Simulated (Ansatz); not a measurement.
# Sc2Mo: the cost of one run

Method: DFT PBE, scalar-relativistic, plane waves, PAW, in Ansatz 0.2.0.

### Step 1. The structure to begin with

It takes space group Fm-3m (No. 225, cubic). Conventional cell: a = 7.700 Å, b = 7.700 Å, c = 7.700 Å, α = 90.00°, β = 90.00°, γ = 90.00°. Sc (site symmetry -43m) is surrounded by 4 Mo at 3.33 Å. Mo (site symmetry m-3m) is surrounded by 8 Sc at 3.33 Å.

As a file:

```
CELL_PARAMETERS angstrom
0.00000 3.84980 3.84980
3.84980 0.00000 3.84980
3.84980 3.84980 0.00000
ATOMIC_POSITIONS crystal
Sc 0.25000 0.25000 0.25000
Sc 0.75000 0.75000 0.75000
Mo 0.50000 0.50000 0.50000
```

Recipe of the guess: random cell by space group and Wyckoff sites (Fm-3m, No. 225). Lengths come from tabulated atomic sizes and are only a guess.

### Step 2. Probe: one point on a coarse mesh

input.yaml reads:

```yaml
crystal:
  lattice:
    - [0.0, 3.84980185, 3.84980185]
    - [3.84980185, 0.0, 3.84980185]
    - [3.84980185, 3.84980185, 0.0]
  atoms:
    - { symbol: Sc, position: [0.25, 0.25, 0.25] }
    - { symbol: Sc, position: [0.75, 0.75, 0.75] }
    - { symbol: Mo, position: [0.5, 0.5, 0.5] }
basis:
  ecutwfc: 420
kpoints:
  mp_grid: { grid: [4, 4, 4] }
hamiltonian:
  xc: pbe
scf:
  occupations: { method: gaussian, width: 0.1 }
  lower_state_search: "off"
output:
  forces: true
  stress: true
  eigenvalues: true
```

The run is started by

```console
ansatz run input.yaml --threads 1 --pin off --max-ram 2560MiB --backend cpu --events-out ev --progress --plain --runs-dir out
```

Q: Estimate wall time and peak memory on 1 thread of AMD EPYC (Zen 3), shared host.

About 3.8 s, with a peak of 0.38 GiB.
